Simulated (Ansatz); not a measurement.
# GeClF₃: a ladder of functionals and wavefunction methods

An exercise on one series of results from a longer session: the logs are not shown, and one member is left open.

Method: functionals in def2-TZVPP, the program's frozen cores in correlated methods; program: Ansatz 0.2.0, Gaussian basis.

Plan: LDA (SPW92), PBE-D4, revPBE-D4, BLYP-D4, r2SCAN-D4, B97M-V, PBE0-D4, B3LYP-D4, r2SCANh-D4, r2SCAN0-D4, HSE06-D4, BHLYP-D4, CAM-B3LYP-D4, LC-ωPBE, ωB97X-V, ωB97M-V, B2PLYP, PBE-QIDH; CCSD(T)/def2-SVP; CCSD(T)/def2-TZVPP; MP2/def2-QZVPP; extrapolation to the limit; RPA on PBE.

## The geometry

The geometry comes from an earlier relaxation with PBE0-D4 in a triple-zeta def2 set; it is a stationary point.

5 atoms, charge 0, spin multiplicity 1.

Atoms are counted from 1 here; the program's logs count them from 0.

Bond lengths: F1–Ge2 1.698 Å, Ge2–F3 1.698 Å, Ge2–F4 1.698 Å, Ge2–Cl5 2.086 Å. Angles: F1–Ge2–F3 107.7°, F1–Ge2–F4 107.7°, F1–Ge2–Cl5 111.2°, F3–Ge2–F4 107.7°, F3–Ge2–Cl5 111.2°, F4–Ge2–Cl5 111.2°.

The first run:

The input, in.yaml:

```yaml
crystal:
  periodic: [false, false, false]
  atoms:
    - {symbol: F, position_ang: [-1.011248, -0.526371, 1.272928]}
    - {symbol: Ge, position_ang: [0.010138, -0.062766, -0.002295]}
    - {symbol: F, position_ang: [1.569785, -0.633384, 0.353035]}
    - {symbol: F, position_ang: [-0.522704, -0.858560, -1.404848]}
    - {symbol: Cl, position_ang: [0.004028, 2.007482, -0.260219]}
basis:
  gaussian: {orbitals: def2-TZVPP}
hamiltonian: {xc: lda}
output: {orbitals: {seedname: orbitals}}
```

Steps of the session up to this table: LDA; PBE-D4 (GGA); revPBE-D4 (GGA); BLYP-D4 (GGA); r2SCAN-D4 (meta-GGA); B97M-V (meta-GGA); PBE0-D4 (hybrid); B3LYP-D4 (hybrid); r2SCANh-D4 (hybrid); r2SCAN0-D4 (hybrid); HSE06-D4 (hybrid); BHLYP-D4 (hybrid); CAM-B3LYP-D4 (range-separated); LC-ωPBE-D4 (range-separated; the results give it without D4); ωB97X-V (range-separated); ωB97M-V (range-separated); B2PLYP (double hybrid); PBE-QIDH (double hybrid).

One table of the session follows, with a row left open; its other results are not shown here.

It belongs to the step «Frontier levels by functional». 

| functional | HOMO (eV) | LUMO (eV) | gap (eV) |
| --- | --- | --- | --- |
| LDA (SPW92) | -9.29 | -3.27 | 6.02 |
| PBE-D4 | -9.09 | -2.87 | 6.23 |
| revPBE-D4 | -9.02 | -2.71 | 6.32 |
| BLYP-D4 | -8.93 | -2.85 | 6.09 |
| r2SCAN-D4 | -9.52 | -2.54 | 6.99 |
| B97M-V | -9.60 | -2.50 | 7.09 |
| PBE0-D4 | ? | ? | ? |
| B3LYP-D4 | -10.36 | -2.16 | 8.20 |
| r2SCANh-D4 | -10.09 | -2.15 | 7.94 |
| r2SCAN0-D4 | -10.94 | -1.56 | 9.38 |
| HSE06-D4 | -10.25 | -2.14 | 8.10 |
| BHLYP-D4 | -12.05 | -0.68 | 11.37 |
| CAM-B3LYP-D4 | -12.09 | -0.74 | 11.35 |
| LC-ωPBE | -13.55 | 0.68 | 14.23 |
| ωB97X-V | -13.14 | 0.57 | 13.72 |
| ωB97M-V | -12.97 | 0.41 | 13.39 |

Q: Estimate the row for PBE0-D4 from the others.

**Answer.** HOMO (eV): -10.66; LUMO (eV): -1.77; gap (eV): 8.89. In the column «HOMO (eV)» it lies between r2SCAN0-D4 (-10.94) and B3LYP-D4 (-10.36).
